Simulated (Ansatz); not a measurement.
# AlAsH2+ (doublet): wave-function methods side by side, cc-pVDZ

One table from this session's results is given with a row withheld; the runs are named, their logs left out.

Program: Ansatz 0.2.0, Gaussian basis. Level of theory: cc-pVDZ, core rule «outside noble gas», up to 19 orbitals frozen. These are calculated values, not measurements.

To be run: UHF; CCSD(T) on ROHF; CCSD(T) on UHF; BCCD(T) on ROHF; CISD; CCSDT(Q) on ROHF; CCSDT(Q) on UHF; CCSDTQ on ROHF.

15 further runs of the same task are left out: 9 for a known fault of the program, 6 set aside as unsound or not needed.

## The system

The geometry is a PBE0/def2-TZVP stationary point (not a proven minimum) of the parent state, kept for this charge and spin. No spin-orbit coupling is included. The filled d shell of As may be among the frozen orbitals whatever the setting's name suggests; the logs give the count.

4 atoms, charge 1, spin multiplicity 2.

Atoms are counted from 1 here; the program's logs count them from 0.

Bond lengths: Al1–As2 2.470 Å, As2–H3 1.524 Å, As2–H4 1.524 Å. Angles: Al1–As2–H3 96.8°, Al1–As2–H4 96.8°, H3–As2–H4 92.8°.

Geometry (Å):

```xyz
4
AlAsH2
Al    0.0365    0.0000    1.8321
As   -0.0398    0.0000   -0.6370
H     0.9895    1.1039   -0.8491
H     0.9895   -1.1039   -0.8491
```

The first run:

Input file in.yaml:

```yaml
crystal:
  periodic: [false, false, false]
  atoms:
    - {symbol: Al, position_ang: [0.036540, 0.000000, 1.832106]}
    - {symbol: As, position_ang: [-0.039784, 0.000000, -0.636952]}
    - {symbol: H, position_ang: [0.989539, 1.103858, -0.849067]}
    - {symbol: H, position_ang: [0.989541, -1.103856, -0.849067]}
basis:
  gaussian: {orbitals: cc-pVDZ}
total_charge: 1
magnetization: {spin_polarized: true, initial_magnetization: 1}
hamiltonian: {xc: hf}
output: {orbitals: {seedname: orbitals}}
```

The run is started by

```bash
> ansatz run in.yaml --threads 1 --pin off --events-out ev --progress --plain --max-ram 2816MiB --backend cpu
```

Among the steps run: UHF; CCSD(T) on ROHF; CCSD(T) on UHF; BCCD(T) on ROHF; CISD; CCSDT(Q) on ROHF; CCSDT(Q) on UHF; CCSDTQ on ROHF.

One of the session's tables, all rows but one given; the rest of the session is left out.

| method | from RCCSDTQ (meV) |
| --- | --- |
| ROHF | +4955.1 |
| UHF | +4723.9 |
| RMP2 | +1086.7 |
| UMP2 | +1104.5 |
| CISD | +557.6 |
| RCCSD | +191.6 |
| UCCSD | +174.6 |
| RCCSD(T) | +36.2 |
| UCCSD(T) | ? |
| BCCD(T) | +36.6 |
| RCCSDT | +9.6 |
| UCCSDT | +7.1 |
| RCCSDT(Q) | +0.8 |
| UCCSDT(Q) | -1.0 |
| RCCSDTQ | 0 |

Q: Estimate the row for UCCSD(T) from the others.

The run gave: from RCCSDTQ (meV): +35.7. In the column «from RCCSDTQ (meV)» it lies between RCCSDT (+9.6) and RCCSD(T) (+36.2).

Limits of these values: Restricted and unrestricted rows rest on different reference determinants; where their highest levels disagree by more than a few hundredths of an eV, they describe different states and don't form one ladder.
